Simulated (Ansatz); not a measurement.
Run this with the Ansatz DFT code, driven from Python and show what comes out.

`formation.py`:
```python
'''Is Ir3Rh bound against its elements, after relaxing cells and atoms.'''

from collections import Counter
import warnings

import ansatz as az
import numpy as np

PHASES = {
    'Ir3Rh': (
        [(3.840336, 0.0, 0.0), (0.0, 3.840336, 0.0), (0.0, 0.0, 3.840336)],
        [
            ('Ir', (0.5, 0.0, 0.5)),
            ('Ir', (0.0, 0.5, 0.5)),
            ('Ir', (0.5, 0.5, 0.0)),
            ('Rh', (0.0, 0.0, 0.0)),
        ],
    ),
    'Ir': (
        [(0.0, 1.9156, 1.9156), (1.9156, 0.0, 1.9156), (1.9156, 1.9156, 0.0)],
        [
            ('Ir', (0.0, 0.0, 0.0)),
        ],
    ),
    'Rh': (
        [(0.0, 1.89785, 1.89785), (1.89785, 0.0, 1.89785), (1.89785, 1.89785, 0.0)],
        [
            ('Rh', (0.0, 0.0, 0.0)),
        ],
    ),
}


def build(vectors, sites):
    crystal = az.Crystal(lattice=az.Lattice.of(vectors))
    for symbol, position in sites:
        crystal = crystal.atom(symbol, position)
    return crystal


def ground_state(name, crystal):
    calc = (
        crystal.calculation()
        .functional('lda')
        .basis(10 * az.Ha, xc_grid=2)
        .eigensolver('davidson', full_accuracy=True)
        .scf(extra_bands=6)
        .kpoints(spacing=0.39)
        .occupations('fermi_dirac', width=0.05)
        .stress()
    )
    calc = calc.relax(force_tolerance=0.02, cell=True)
    return calc.run(threads=1, pin='off')


def counts(outcome):
    return Counter(site.symbol for site in outcome.lattice.sites)

def formation_energy(outcome, mu):
    n = counts(outcome)
    return (outcome.report['energy_sigma0_ev'] - sum(k * mu[element] for element, k in n.items())) / sum(n.values())


def volume_per_atom(outcome):
    return abs(np.linalg.det(outcome.lattice.cell_ang)) / len(outcome.lattice.sites)


def main() -> None:
    warnings.simplefilter('ignore', az.DeckWarning)

    phases = {name: build(*cell) for name, cell in PHASES.items()}

    done = {name: ground_state(name, crystal) for name, crystal in phases.items()}

    # energy of one atom in its reference phase
    references = {'Ir': 'Ir', 'Rh': 'Rh'}
    mu = {element: done[name].report['energy_sigma0_ev'] / len(done[name].lattice.sites) for element, name in references.items()}

    target = done['Ir3Rh']
    heat = formation_energy(target, mu)
    n = counts(target)
    print('cell content:', dict(n), ' volume', round(volume_per_atom(target), 3), 'A^3/atom')
    print('formation energy', round(heat, 4), 'eV/atom,', round(heat * sum(n.values()), 4), 'eV per cell')
    print('bound against the elements' if heat < 0 else 'unbound against the elements')


if __name__ == '__main__':
    main()
```

Running `python formation.py` prints:
```text
cell content: {<Element.IR: 'Ir'>: 3, <Element.RH: 'Rh'>: 1}  volume 13.735 A^3/atom
formation energy -0.1006 eV/atom, -0.4024 eV per cell
bound against the elements
```

The settings weren't tested for convergence. The cutoff lies under the one recommended for these potentials. For the metals among these phases the mesh is modest: differences between phases can be off by up to 40 meV an atom. Spin-orbit coupling, which matters for elements this heavy, is left out. The cells come from databases of deposited and of computed structures, and not all need be stable phases. The compound is the structure given, not necessarily its lowest; energies are at zero temperature, with no correction for gases. A semilocal functional's error on such energies is often 0.05 to 0.1 eV an atom, and 0.1 to 0.3 eV against gases such as O2 or F2. The script silences the warnings on its input, which a real study should read. Hardware and time: 29 s on 1 thread of Arm Neoverse V1, with other jobs on the host, peak memory 0.36 GiB.
